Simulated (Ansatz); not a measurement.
A run of Ansatz 0.2.0 is set up as follows.

The input input.yaml:

```yaml
crystal:
  lattice:
    - [0.0, 2.02761, 9.466341]
    - [1.521904, 0.0, 9.466341]
    - [1.521904, 2.02761, 0.0]
  atoms:
    - { symbol: Fe, position: [0.594069, 0.594069, 0.405931], spin: 6.0 }
    - { symbol: Fe, position: [0.197971, 0.197971, 0.802029], spin: 6.0 }
    - { symbol: Fe, position: [0.802029, 0.802029, 0.197971], spin: 6.0 }
    - { symbol: Fe, position: [0.405931, 0.405931, 0.594069], spin: 6.0 }
    - { symbol: Si, position: [0.0, 0.0, 0.0] }
hamiltonian:
  xc: pbesol
  pseudopotentials: { kind: paw }
magnetization:
  spin_polarized: true
  initial_magnetization: 24.0
  spin_locking: { lock_magnetization: hard }
kpoints:
  mp_grid: { grid: [9, 9, 9] }
scf:
  occupations: { method: fermi_dirac, width: 0.05 }
  lower_state_search: "off"
output:
  forces: true
  stress: true
  eigenvalues: true
```

Potentials or basis: Ansatz PAW.

Launch:

```console
$ ansatz run input.yaml --threads 2 --pin off --max-ram 5632MiB --backend cpu --events-out ev --progress --plain --runs-dir out
```

Task: Estimate the largest force.

Result: 1.406 eV/Å.

Task: What does it give for the pressure?

Result: 143.3 GPa.

Stress tensor (GPa, compression positive):
```
147.75   0.00   0.00
  0.00 130.10   0.00
  0.00   0.00 151.96
```

Caveat: a pressure of tens of GPa on the cell as given is suspect, and the run, the potentials or the cell itself is likely at fault; the total moment is fixed, so each spin has its own Fermi level; the PAW data sets come from PBE, with cores solved anew for the run's functional, which leaves a small shift of forces and pressure; forces of over 1 eV/Å show positions far from the minimum, so gaps and moduli don't describe the material at rest; the thresholds are loose for stress.
